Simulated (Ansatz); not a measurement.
# Co2O: the cost of one run

Method: reference: DFT r2SCAN, plane waves, PAW, scalar-relativistic, no spin polarisation, in Ansatz 0.2.0.

1 further run of the same task is left out (for a known fault of the program).

## Step 1: The system as given

The structure is orthorhombic, space group Pnnm (No. 58). Conventional cell: a = 4.272 Å, b = 4.529 Å, c = 2.806 Å, α = 90.00°, β = 90.00°, γ = 90.00°. Co (site symmetry m) is surrounded by 3 O at 1.85 to 1.91 Å. O (site symmetry 2/m) has 6 Co at 1.85 to 1.91 Å as nearest neighbours.

Coordinates:

```
Co O
1.0
     2.80587    0.00000    0.00000
     0.00000    4.52873    0.00000
     0.00000    0.00000    4.27179
Co O
4 2
Direct
  0.00000 0.32500 0.26100
  0.50000 0.17500 0.76100
  0.00000 0.67500 0.73900
  0.50000 0.82500 0.23900
  0.00000 0.00000 0.00000
  0.50000 0.50000 0.50000
```

## Step 2: Reference

input.yaml reads:

```yaml
crystal:
  lattice:
    - [2.805873, 0.0, 0.0]
    - [0.0, 4.528729, 0.0]
    - [0.0, 0.0, 4.27179]
  atoms:
    - { symbol: Co, position: [0.0, 0.325, 0.261] }
    - { symbol: Co, position: [0.5, 0.175, 0.761] }
    - { symbol: Co, position: [0.0, 0.675, 0.739] }
    - { symbol: Co, position: [0.5, 0.825, 0.239] }
    - { symbol: O, position: [0.0, 0.0, 0.0] }
    - { symbol: O, position: [0.5, 0.5, 0.5] }
  symmetry: { tolerance: 0.0003 }
kpoints:
  mp_grid: { grid: [6, 4, 4], shift: [0, 0, 0] }
magnetization:
  spin_polarized: false
scf:
  occupations: { method: fermi_dirac }
hamiltonian:
  pseudopotentials: { kind: paw }
  xc: r2scan
basis:
  ecutwfc: 500
output:
  forces: true
  stress: true
  eigenvalues: true
```

Started as:

```bash
> ansatz run input.yaml --threads 1 --pin off --max-ram 2560MiB --backend cpu --events-out ev --progress --plain --runs-dir out
```

**Question.** How long does this run take on 1 thread of an x86-64 CPU, shared host, and how much memory does it need?

About 7.5 s, with a peak of 0.53 GiB.
